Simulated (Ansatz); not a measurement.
# C2H10Al2O2: the cost of one run

Computed with Ansatz 0.2.0, Gaussian basis. Level: the settings change from run to run.

## 1. The relaxed structure

The structure was relaxed beforehand with PBE0-D4 in a triple-zeta def2 set.

SMILES `[CH3][Al@H-]1[OH+][Al@@H-]([CH3])[OH+]1`, 16 atoms, charge 0, spin multiplicity 1.

Atoms are counted from 1 here; the program's logs count them from 0.

Bond lengths: C1–Al2 1.950 Å, C1–H7 1.095 Å, C1–H8 1.095 Å, C1–H9 1.095 Å, Al2–O3 1.862 Å, Al2–O6 1.860 Å, Al2–H10 1.590 Å, O3–Al4 1.862 Å, O3–H11 0.958 Å, Al4–C5 1.950 Å, Al4–O6 1.860 Å, Al4–H12 1.590 Å, C5–H13 1.095 Å, C5–H14 1.095 Å, C5–H15 1.095 Å, O6–H16 0.957 Å. Angles: Al2–C1–H7 112.4°, Al2–C1–H8 111.3°, Al2–C1–H9 111.9°, H7–C1–H8 107.2°, H7–C1–H9 107.4°, H8–C1–H9 106.4°, C1–Al2–O3 114.0°, C1–Al2–O6 110.4°, C1–Al2–H10 122.4°, O3–Al2–O6 81.6°, O3–Al2–H10 108.4°, O6–Al2–H10 112.8°, Al2–O3–Al4 98.3°, Al2–O3–H11 121.1°, Al4–O3–H11 121.1°, O3–Al4–C5 114.0°, O3–Al4–O6 81.6°, O3–Al4–H12 108.4° and more.

## 2. wB97X/def2-TZVP

Options: density fitting with def2-universal-jkfit.

Contents of in.yaml:

```yaml
crystal:
  periodic: [false, false, false]
  atoms:
    - {symbol: C, position_ang: [-1.364800, 2.043873, -0.574036]}
    - {symbol: Al, position_ang: [-0.817248, 0.997998, 0.978624]}
    - {symbol: O, position_ang: [0.989066, 0.547907, 0.989996]}
    - {symbol: Al, position_ang: [0.818491, -1.263513, 0.596039]}
    - {symbol: C, position_ang: [1.370155, -1.737542, -1.213755]}
    - {symbol: O, position_ang: [-0.987393, -0.820261, 0.627017]}
    - {symbol: H, position_ang: [-0.911829, 1.680622, -1.501899]}
    - {symbol: H, position_ang: [-1.081000, 3.095768, -0.465446]}
    - {symbol: H, position_ang: [-2.451412, 2.030190, -0.712402]}
    - {symbol: H, position_ang: [-1.246777, 1.382791, 2.459834]}
    - {symbol: H, position_ang: [1.569231, 0.849098, 1.689814]}
    - {symbol: H, position_ang: [1.271007, -2.097931, 1.870997]}
    - {symbol: H, position_ang: [1.033040, -1.007822, -1.956672]}
    - {symbol: H, position_ang: [0.981279, -2.716195, -1.515534]}
    - {symbol: H, position_ang: [2.460295, -1.800898, -1.293723]}
    - {symbol: H, position_ang: [-1.632104, -1.184105, 0.021157]}
basis:
  gaussian: {orbitals: def2-TZVP, fitting: {mean_field: def2-universal-jkfit}}
hamiltonian: {xc: {name: wB97X}}
```

On the command line:

```
> ansatz run in.yaml --threads 4 --pin off --events-out ev --progress --plain --max-ram 11315MiB
```

**Question.** How long does this run take on 4 threads of Arm Neoverse V2, shared host, and how much memory does it need?

About 9.6 s, with a peak of 0.89 GiB.
